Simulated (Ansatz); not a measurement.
# Ta3N: energies, forces and stress near the listed structure

Aim: see how energy, forces, stress and gap of Ta3N answer to distortions along a subgroup's directions, distortions that keep the symmetry. Nothing is relaxed unless a step says so.

Computed with Ansatz 0.2.0 (DFT PBEsol, scalar-relativistic, plane waves, PAW, unless a step's input says otherwise).

## 1. The system as given

The structure is trigonal, space group P-3m1 (No. 164). The conventional cell has a = 3.032 Å, b = 3.032 Å, c = 7.524 Å, α = 90.00°, β = 90.00°, γ = 120.00°. Ta (site symmetry -3m) has 12 Ta at 3.01 to 3.03 Å as nearest neighbours. Ta (site symmetry 3m) is surrounded by 3 N at 2.19 Å. N (site symmetry -3m) has 6 Ta at 2.19 Å as nearest neighbours.

Structure file:

```
CELL_PARAMETERS angstrom
3.03222 0.00000 0.00000
-1.51611 2.62598 0.00000
0.00000 0.00000 7.52414
ATOMIC_POSITIONS crystal
Ta 0.00000 0.00000 0.50000
Ta 0.33333 0.66667 0.17393
Ta 0.66667 0.33333 0.82607
N 0.00000 0.00000 0.00000
```

The structure comes from the Materials Project (structure only).

## 2. Strain and moves within a subgroup

Against the listed cell: strain xx, yy, zz, yz, xz, xy = +2.3, +1.8, +3.5, +0.0, -0.1, +0.4 %; atoms moved by 0.15 Å root mean square, at most 0.25 Å.

Contents of input.yaml:

```yaml
crystal:
  lattice:
    - [3.101510306, 0.0134933967, -0.0017890122]
    - [-1.5390695287, 2.6657424641, 1.6719e-06]
    - [-0.0044392408, -0.0025582066, 7.7895885534]
  atoms:
    - { symbol: Ta, position: [0.0, -0.0836011871, 0.5] }
    - { symbol: Ta, position: [0.3269122207, 0.693364381, 0.1683541491] }
    - { symbol: Ta, position: [0.6730877793, 0.3664521503, 0.8316458509] }
    - { symbol: "N", position: [0.0, 0.0237846559, 0.0] }
basis:
  ecutwfc: 420
kpoints:
  mp_grid: { grid: [14, 14, 6] }
hamiltonian:
  xc: pbesol
scf:
  occupations: { method: gaussian, width: 0.1 }
output:
  forces: true
  stress: true
  eigenvalues: true
```

Run with:

```bash
ansatz run input.yaml --threads 1 --pin off --max-ram 1331MiB --backend cpu --events-out ev --progress --plain --runs-dir out
```

## 3. Strain and moves within a subgroup

Contents of input.yaml:

```yaml
crystal:
  lattice:
    - [3.0631526726, 0.1147696779, 0.1184993134]
    - [-1.4321828797, 2.4806014741, -7.4802e-06]
    - [0.294043274, 0.1697445307, 7.0268667857]
  atoms:
    - { symbol: Ta, position: [0.0, 0.0, 0.5] }
    - { symbol: Ta, position: [0.2741784214, 0.6370892157, 0.1547300604] }
    - { symbol: Ta, position: [0.7258215786, 0.3629107843, 0.8452699396] }
    - { symbol: "N", position: [0.0, 0.0, 0.0] }
basis:
  ecutwfc: 420
kpoints:
  mp_grid: { grid: [15, 15, 6] }
hamiltonian:
  xc: pbesol
scf:
  occupations: { method: gaussian, width: 0.1 }
output:
  forces: true
  stress: true
  eigenvalues: true
```

## 4. Strain and moves within the space group

Contents of input.yaml:

```yaml
crystal:
  lattice:
    - [2.9568732218, 0.0, 0.0]
    - [-1.4784366109, 2.5607273259, 0.0]
    - [0.0, 0.0, 7.7886104156]
  atoms:
    - { symbol: Ta, position: [0.0, 0.0, 0.5] }
    - { symbol: Ta, position: [0.33333333, 0.66666667, 0.2209192282] }
    - { symbol: Ta, position: [0.66666667, 0.33333333, 0.7790807718] }
    - { symbol: "N", position: [0.0, 0.0, 0.0] }
basis:
  ecutwfc: 420
kpoints:
  mp_grid: { grid: [15, 15, 6] }
hamiltonian:
  xc: pbesol
scf:
  occupations: { method: gaussian, width: 0.1 }
output:
  forces: true
  stress: true
  eigenvalues: true
  populations: true
```

## 5. Strain and moves within a subgroup

Contents of input.yaml:

```yaml
crystal:
  lattice:
    - [3.0152738558, 0.0, 0.0]
    - [-1.507636928, 2.6113037585, 0.0]
    - [0.0, 0.0, 6.8049047442]
  atoms:
    - { symbol: Ta, position: [0.0, 0.0, 0.4942632937] }
    - { symbol: Ta, position: [0.33333333, 0.66666667, 0.1704378679] }
    - { symbol: Ta, position: [0.66666667, 0.33333333, 0.8215556281] }
    - { symbol: "N", position: [0.0, 0.0, 0.0137432103] }
basis:
  ecutwfc: 420
kpoints:
  mp_grid: { grid: [15, 15, 6] }
hamiltonian:
  xc: pbesol
scf:
  occupations: { method: gaussian, width: 0.1 }
output:
  forces: true
  stress: true
  eigenvalues: true
  populations: true
```

## 6. Strain and moves within a subgroup

Contents of input.yaml:

```yaml
crystal:
  lattice:
    - [3.0982658264, 0.0, 0.0]
    - [-1.5491329132, 2.5163482131, -0.1575589802]
    - [0.0, -0.45144822, 7.3137621295]
  atoms:
    - { symbol: Ta, position: [0.007288517, 0.0, 0.5] }
    - { symbol: Ta, position: [0.3326263408, 0.6695371222, 0.1689300517] }
    - { symbol: Ta, position: [0.6630892286, 0.3304628778, 0.8310699483] }
    - { symbol: "N", position: [-0.0030040864, 0.0, 0.0] }
basis:
  ecutwfc: 420
kpoints:
  mp_grid: { grid: [14, 14, 6] }
hamiltonian:
  xc: pbesol
scf:
  occupations: { method: gaussian, width: 0.1 }
output:
  forces: true
  stress: true
  eigenvalues: true
  populations: true
```

## 7. A distortion of lower symmetry

Contents of input.yaml:

```yaml
crystal:
  lattice:
    - [3.0613333382, 0.0, 0.0]
    - [-1.5306666691, 2.4658768198, -0.1017568414]
    - [0.0, -0.2915603088, 7.4373837004]
  atoms:
    - { symbol: Ta, position: [0.0042966441, 0.0085932882, 0.4979074921] }
    - { symbol: Ta, position: [0.3281915792, 0.6563831684, 0.1766701686] }
    - { symbol: Ta, position: [0.6700504994, 0.3401009888, 0.8289786801] }
    - { symbol: "N", position: [-0.0025387227, -0.0050774454, -0.0035563409] }
basis:
  ecutwfc: 420
kpoints:
  mp_grid: { grid: [14, 14, 6] }
hamiltonian:
  xc: pbesol
scf:
  occupations: { method: gaussian, width: 0.1 }
output:
  forces: true
  stress: true
  eigenvalues: true
```

What does the calculation give? Wanted: for each run, case; energy; pressure; largest force.

As calculated:

| step | case | energy (meV/atom) | pressure (GPa) | largest force (eV/Å) | gap on the mesh (eV) |
| --- | --- | --- | --- | --- | --- |
| 2 | strain and moves within a subgroup | +0.0 | -21.0 | 0.21 | 0.00 |
| 3 | strain and moves within a subgroup | +175.9* | 34.4 | 4.85 | 0.00 |
| 4 | strain and moves within the space group | +491.3* | -0.4 | 5.74 | 0.00 |
| 5 | strain and moves within a subgroup | +36.8* | 26.2 | 2.38 | 0.00 |
| 6 | strain and moves within a subgroup | -75.8 | 11.3 | 2.61 | 0.00 |
| 7 | a distortion of lower symmetry | -58.6 | 13.1 | 2.46 | 0.00 |

Energies are counted from step 2, with the smearing taken to zero; a star marks another k mesh, which blurs the difference by a few meV. A gap of 0.00 means a metal on the mesh.

**Reading.** Among the distorted cells of the listed formula and level the largest force, 5.74 eV/Å, acts on Ta2 in step 4. The distorted cells of the listed formula and level are metallic on the mesh. Spin-orbit coupling is left out, which matters for the bands of Ta.
